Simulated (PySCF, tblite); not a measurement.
# C5H9NS: geometry, infrared bands and NMR shifts

Aim: predict the infrared bands and NMR shifts of C5H9NS (`C/N=C/C=C\SC`).

Computed with tblite 0.8.0 and PySCF 2.14.0, with density-fitted response routines of our own, on a single molecule in the gas phase. Atoms count from 0, in the outputs and in this text.

## 1. Starting geometry

16 atoms, charge 0, multiplicity 1; geometry from: force field or distance geometry start.

Bonds of the start (Å): C0–N1 1.42, N1–C2 1.30, C2–C3 1.44, C3–C4 1.31, C4–S5 1.79, S5–C6 1.82, C0–H7 1.13, C0–H8 1.12, C0–H9 1.13, C2–H10 1.10, C3–H11 1.10, C4–H12 1.08, C6–H13 1.12, C6–H14 1.11, C6–H15 1.12.

## 2. Geometry optimisation with GFN2-xTB

What the job is given:

```
{"job": {"kind": "relax", "xc": "GFN2-xTB", "basis": "xTB"}, "charge": 0, "multiplicity": 1}
C     -2.666000     1.042100     0.535700
N     -1.427100     0.358900     0.379000
C     -1.366500    -0.938200     0.448900
C     -0.152600    -1.699400     0.297400
C      1.037900    -1.184600     0.114600
S      1.197400     0.595500    -0.007000
C      2.975400     0.986900     0.000200
H     -3.316300     0.952100    -0.378000
H     -2.443500     2.128700     0.715400
H     -3.231300     0.708200     1.455300
H     -2.326900    -1.440300     0.606500
H     -0.234000    -2.796800     0.372700
H      1.944600    -1.759900     0.013500
H      3.503500     0.030100     0.265800
H      3.319400     1.219300    -1.028400
H      3.178400     1.806500     0.731900
```

Launch:

```bash
> OMP_NUM_THREADS=1 python probes_run.py task.json out
```

This one command runs all jobs of the session in turn.

**Question.** This job is followed by: GFN2-xTB harmonic vibrations, gas phase; GIAO PBE0/pcSseg-1 NMR shielding, non-relativistic, gas phase. Predict these results of the whole session: strongest single infrared mode (GFN2-xTB); zero-point energy (GFN2-xTB); 13C shifts against TMS (PBE0/pcSseg-1); 1H shifts against TMS (PBE0/pcSseg-1, means over atoms taken as alike); 15N shifts against NH3 (PBE0/pcSseg-1); 33S shifts against CS2 (PBE0/pcSseg-1); surface potential, 1st and 99th percentile.

As calculated:

```
                                                              quantity                                value
                             strongest single infrared mode (GFN2-xTB)                2890 cm⁻¹, 148 km/mol
                                          zero-point energy (GFN2-xTB)                        80.0 kcal/mol
                                13C shifts against TMS (PBE0/pcSseg-1)  159.7, 158.1, 118.7, 45.1, 26.6 ppm
1H shifts against TMS (PBE0/pcSseg-1, means over atoms taken as alike)     8.18, 7.11, 6.33, 3.82, 1.78 ppm
                                15N shifts against NH3 (PBE0/pcSseg-1)                            359.9 ppm
                                33S shifts against CS2 (PBE0/pcSseg-1)                              112 ppm
                                 surface potential, 1st and 99th percentile                   -1.17 V and 0.86 V
```

In words: The optimisation took 103 steps and gained 0.574 eV; among the close pairs (by a distance rule), C4–S5 changed most, from 1.791 to 1.718 Å. All 42 modes are real, so the xTB geometry is a minimum. The strongest single mode, at 2890 cm⁻¹, moves mainly H9. GFN2-xTB is a fitted tight-binding method: band positions and strengths are rough. Its intensities can rank the bands wrongly. At PBE0/pcSseg-1: The widest tensor belongs to N1: span 715 ppm, with a paramagnetic part of -429 ppm. At PBE0/pcSseg-1, counted by nearest atom on the grid, the HOMO lies on S5 42 %; C3 24 %, the LUMO on C4 23 %; N1 21 %.
